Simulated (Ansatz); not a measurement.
Born–Oppenheimer molecular dynamics of a periodic cell of 24 atoms, KPO$_{2}$F$_{2}$ (host KPO2F2, host structure Pnma). It starts from an unrelaxed structure (largest force component 1.72 eV/Å).

Level of theory: Ansatz 0.2.0, DFT PBEsol, scalar-relativistic, plane waves, PAW. Settings: cutoff 420 eV, k mesh 2x2x2, fermi-dirac smearing 0.05 eV, no spin polarisation.

| Property | Result |
| --- | --- |
| ensemble | NVT, Langevin thermostat |
| time step | 1 fs |
| steps asked | 170 |
| set temperature | 900 K |
| friction | 0.01 /fs |
| seed | 838156 |

First frame:

```xyz
24
Lattice="8.0390 0.0000 0.0000 0.0000 6.2050 0.0000 0.0000 0.0000 7.6350" Properties=species:S:1:pos:R:3
K 1.195 1.551 1.103
K 2.825 4.654 4.920
K 5.214 1.551 2.715
K 6.844 4.654 6.532
P 0.737 1.551 5.267
P 3.282 4.654 1.450
P 4.757 1.551 6.185
P 7.302 4.654 2.368
O 0.788 0.275 5.968
O 3.232 5.930 2.150
O 4.807 2.828 5.485
O 7.251 3.377 1.667
O 7.251 5.930 1.667
O 4.807 0.275 5.485
O 3.232 3.377 2.150
O 0.788 2.828 5.968
F 7.556 1.551 4.309
F 4.503 4.654 0.492
F 3.536 1.551 7.143
F 0.483 4.654 3.326
F 1.839 1.551 4.173
F 2.181 4.654 0.356
F 5.858 1.551 7.279
F 6.200 4.654 3.462
```

**Question.** What does the run give?

**Answer.** All steps were run.

```
steps done                                               : 170
time covered                                             : 170 fs
mean temperature over the second half                    : 850 K
spread of the potential energy over the second half      : 9.4 meV per atom
mean potential energy of the second half above the start : 81.6 meV per atom
```

A run of 0.17 ps of so small a system gives no equilibrium averages.

**Question.** What happens to the structure?

**Answer.** Mean squared displacements from the first frame to the last, about the centre of mass: K 0.15 Å², P 0.05 Å², O 0.21 Å², F 0.19 Å². The details hang on the random start.

**Question.** How do temperature and energy run in time?

**Answer.** 
```
time (fs)  T (K)  potential energy less start (eV)
      0.0    862                             0.000
      5.0    671                             0.508
     10.0    637                             0.628
     15.0    600                             1.005
     20.0    605                             1.225
     25.0    699                             0.880
     30.0    782                             0.795
     35.0    797                             0.963
     40.0    829                             0.802
     45.0    618                             1.370
     50.0    655                             1.349
     55.0    804                             0.942
     60.0    629                             1.277
     65.0    551                             1.517
     70.0    576                             1.671
     75.0    505                             2.044
     80.0    552                             2.047
     85.0    548                             2.158
     90.0    622                             2.076
     95.0    773                             1.858
    100.0    733                             2.056
    105.0    698                             2.128
    110.0    636                             2.164
    115.0    785                             1.972
    120.0    938                             1.660
    125.0    775                             2.145
    130.0    829                             1.900
    135.0    813                             1.935
    140.0    769                             2.199
    145.0    916                             1.927
    150.0   1065                             1.869
    155.0   1161                             1.580
    160.0   1264                             1.418
    165.0   1039                             2.147
    170.0    917                             2.215
```

Time of the run: 18 min on 2 threads of Arm Neoverse V2, on a shared host, peak memory 1 GiB.
